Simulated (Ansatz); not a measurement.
Run this with Ansatz 0.2.0, Python API and show what comes out.

Script `run_methods.py`:
```python
"""One geometry of CH3FSSi, method by method."""

from pathlib import Path

import ansatz as az
import numpy as np

geometry_ang = [
    ("F", (0.5899, -1.7085, -1.1842)),
    ("Si", (-0.3601, -0.8277, -0.1815)),
    ("C", (0.0486, 0.9142, -0.0337)),
    ("S", (1.0961, 0.1994, 1.1899)),
    ("H", (-1.2691, -1.5911, 0.6884)),
    ("H", (0.6295, 1.3621, -0.8503)),
    ("H", (-0.6737, 1.5836, 0.3257)),
]
system = az.Crystal.molecule()
for symbol, xyz in geometry_ang:
    system = system.atom(symbol, xyz)

model = system.calculation().basis(gaussian="cc-pVDZ")

print("functional    E (Ha)        dipole (D)   HOMO (eV)  LUMO (eV)")
for name in ["hse06", "blyp", "pbe0", "b3lyp", "hf"]:
    rep = model.functional(name).forces().orbitals().run(threads=1, runs_dir="runs").report
    lines = Path(rep["orbitals_path"]).read_text().splitlines()
    field_of = lambda key: [line.split("=")[1].strip() for line in lines if line.startswith(key)]
    orbitals = [(27.211386 * float(e), s, float(n)) for e, s, n in zip(field_of("Ene="), field_of("Spin="), field_of("Occup="))]
    homo = max(e for e, _, n in orbitals if n > 0.5)
    lumo = min(e for e, _, n in orbitals if n < 0.5)
    dipole = 4.803205 * np.linalg.norm(rep["charge_distribution"]["dipole_moment_e_ang"])
    print(f"{name:10s} {rep['free_energy_ev'] / 27.211386246:14.6f} {dipole:9.3f} {homo:11.3f} {lumo:10.3f}")
```

```console
$ python run_methods.py
functional    E (Ha)        dipole (D)   HOMO (eV)  LUMO (eV)
hse06         -827.041742     3.205      -6.066     -1.868
blyp          -827.419263     2.851      -5.012     -2.120
pbe0          -827.061561     3.217      -6.466     -1.492
b3lyp         -827.494343     3.125      -6.161     -1.676
hf            -825.535379     3.982      -9.193      1.675
```

Caveats:
- Total energies depend on the basis set; only differences at equal settings carry meaning.
- The geometry is a force-field or estimated start, not a minimum of this method, and the basis set is short of its limit. A lower total doesn't mark the better method: functionals have no common bound, and MP2 and coupled cluster aren't variational.
- b3lyp holds the VWN-RPA fit, as in Gaussian; the form of ORCA and Turbomole is b3lyp5.
- Levels such as HOMO and LUMO are orbital energies: with these approximate functionals they aren't the ionisation energy and electron affinity, and their gap isn't the fundamental gap.
- For Al to Cl the sets with a tight d function, cc-pV(X+d)Z, are usual.
- hse06 follows the composition of plane-wave codes, whose totals differ by tens of mHa, up to about 0.1 Ha, from the form usual in Gaussian-basis programs (wpbeh).
- Wall time of the script: 15 s on 1 thread of Arm Neoverse V1, on a shared host, peak memory 0.21 GiB.
